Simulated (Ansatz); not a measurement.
Debugging a scan of the bond length of PTe (Ansatz 0.2.0 through its Python package).

Script `pte.py`:
```python
"""Potential curve of PTe along one bond."""

import warnings

import ansatz as az
from ase.data import atomic_masses, atomic_numbers
import numpy as np


def main() -> None:
    warnings.simplefilter("ignore", az.DeckWarning)

    geometry_ang = [
        ("Te", (0.0, 0.0, 0.0)),
        ("P", (0.0, 0.0, 2.385)),
    ]
    molecule = az.Crystal.molecule()
    for symbol, xyz in geometry_ang:
        molecule = molecule.atom(symbol, xyz)

    symbols = [site.symbol for site in molecule.cartesian_sites]
    start = np.array([site.position_ang for site in molecule.cartesian_sites])
    axis = (start[1] - start[0]) / np.linalg.norm(start[1] - start[0])
    moving = [1]
    lengths, energies = [2.099, 2.194, 2.29, 2.385, 2.48, 2.576, 2.671, 2.814], []
    for length in lengths:
        xyz = start.copy()
        xyz[moving] += (length - np.linalg.norm(start[1] - start[0])) * axis
        point = az.Crystal.molecule()
        for symbol, xyz in zip(symbols, xyz):
            point = point.atom(symbol, xyz.tolist())
        calculation = point.calculation().basis(gaussian="def2-SVP").functional("cam_b3lyp").spin("collinear", total=1)
        report = calculation.run(threads=1, backend="cpu").report
        energies.append(report["free_energy"])
        print(f"r = {length:6.3f} A  E = {energies[-1]:.5f} eV  <S^2> = {abs(report['mean_field']['state']['spin_squared']):.3f}")

    # quartic fit about the minimum
    fit = np.polynomial.Polynomial.fit(lengths, np.array(energies) - min(energies), 4).convert()
    roots = [r.real for r in fit.deriv().roots() if abs(r.imag) < 1e-9 and fit.deriv(2)(r.real) > 0]
    r_e = min(roots, key=lambda r: abs(r - lengths[int(np.argmin(energies))]))
    print(f"minimum of the fit at {r_e:.4f} A, force constant {fit.deriv(2)(r_e):.2f} eV/A^2")
    m1, m2 = (atomic_masses[atomic_numbers[s]] for s in symbols)
    mu = m1 * m2 / (m1 + m2)
    print(f"harmonic wavenumber {521.4709 * np.sqrt(fit.deriv(2)(r_e) / mu):.0f} 1/cm, rotational constant {16.857629 / (mu * r_e ** 2):.4f} 1/cm")


if __name__ == "__main__":
    main()
```

`python pte.py` gives:
```text
Traceback (most recent call last):
  File "pte.py", line 48, in <module>
    main()
    ~~~~^^
  File "pte.py", line 34, in main
    energies.append(report["free_energy"])
                    ~~~~~~^^^^^^^^^^^^^^^
KeyError: 'free_energy'
```

Find the fault and give the corrected script.

The fault: the report has no such key (the free energy stands under free_energy_ev). The change:

```diff
--- before
+++ after
@@ -33,3 +33,3 @@
         report = calculation.run(threads=1, backend="cpu").report
-        energies.append(report["free_energy"])
+        energies.append(report["free_energy_ev"])
         print(f"r = {length:6.3f} A  E = {energies[-1]:.5f} eV  <S^2> = {abs(report['mean_field']['state']['spin_squared']):.3f}")
```

The mended script runs so:

```console
$ python pte.py
r =  2.099 A  E = -16577.74776 eV  <S^2> = 0.756
r =  2.194 A  E = -16577.99890 eV  <S^2> = 0.763
r =  2.290 A  E = -16577.99948 eV  <S^2> = 0.821
r =  2.385 A  E = -16577.85997 eV  <S^2> = 1.022
r =  2.480 A  E = -16577.65766 eV  <S^2> = 1.220
r =  2.576 A  E = -16577.42241 eV  <S^2> = 1.376
r =  2.671 A  E = -16577.17645 eV  <S^2> = 1.493
r =  2.814 A  E = -16576.80455 eV  <S^2> = 1.629
minimum of the fit at 2.2432 A, force constant 20.42 eV/A^2
harmonic wavenumber 472 1/cm, rotational constant 0.1344 1/cm
```

Caveats:
- Total energies depend on the basis set; only differences at equal settings carry meaning.
- The basis set is modest, and single-reference methods fail as a bond breaks.
- def2 sets replace the cores of elements past krypton by effective core potentials.
- The species is open-shell (spin multiplicity 2).
- The expectation value of S² is noticeably off S(S+1) in at least one run, so that state is spin-contaminated.
- Spin-orbit coupling of the heavy open-shell atom is left out.
- The spin state was assumed, and another may lie lower.
- Finished in 42 s on 1 thread of Arm Neoverse V1 (shared host), peak memory 0.2 GiB.

(Lines on the test bed's own set-up are left out of the output.)
